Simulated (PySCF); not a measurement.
# Ways to converge the SCF of GaO

Do solver options change the result for GaO, or only the number of cycles?

Method: method and basis as typed in the scripts; program: PySCF 2.14.0.

6 further runs of the same task are left out: 6 that didn't finish.

## (1) Starting geometry

GaO: 2 atoms, charge 0, spin multiplicity 2.

Bond lengths: Ga1–O2 1.805 Å.

## (2) Base script

Contents of input.py:

```python
from pyscf import gto, scf, mcscf

mol = gto.M(
    atom='Ga 0 0 0; O 0 0 1.805',
    basis='aug-cc-pvdz',
    charge=0,
    spin=1,
    verbose=3,
)
mf = scf.ROHF(mol)
mf.kernel()
mc = mcscf.CASCI(mf, 4, 5)
mc.kernel()
mc.analyze()
mf.dip_moment()
print('orbital energies (hartree):', mf.mo_energy[..., max(0, mol.nelec[1]-3):mol.nelec[0]+3].round(4))
```

Launch:

```console
$ python input.py
```

The log of this run is left out.

In short: E(SCF) = -1998.040780 Eh, E(CAS) − E(SCF) = -0.01677 Eh, μ = 3.05 D (of the SCF density).

The bond length is a typed value, not an optimised one.

## (3) Second-order solver on

Run 1 changes second-order solver: off → on.

Contents of input.py:

```python
from pyscf import gto, scf, mcscf

mol = gto.M(
    atom='Ga 0 0 0; O 0 0 1.805',
    basis='aug-cc-pvdz',
    charge=0,
    spin=1,
    verbose=3,
)
mf = scf.ROHF(mol)
mf = mf.newton()
mf.kernel()
mc = mcscf.CASCI(mf, 4, 5)
mc.kernel()
mc.analyze()
mf.dip_moment()
print('orbital energies (hartree):', mf.mo_energy[..., max(0, mol.nelec[1]-3):mol.nelec[0]+3].round(4))
```

Launch:

```console
$ python input.py
```

## (4) Initial guess atom

Run 2 changes initial guess: minao → atom.

Changes to input.py since step 2:

```diff
@@ -10,2 +10,3 @@
 mf = scf.ROHF(mol)
+mf.init_guess = 'atom'
 mf.kernel()
```

What does the calculation give? Wanted: for each run, E(SCF); from base; SCF dipole; after the SCF.

**Answer**, as computed:

```
                   run  E(SCF) (hartree)  from base (eV)  SCF dipole (D)                after the SCF
                  base      -1998.040780               0            3.05  CASCI correlation -0.456 eV
second-order solver on      -1998.040780          0.0000            3.05  CASCI correlation -0.470 eV
    initial guess atom      -1998.040780          0.0000            3.05  CASCI correlation -0.464 eV
```

With second-order solver on or initial guess atom the SCF ends at the base energy.
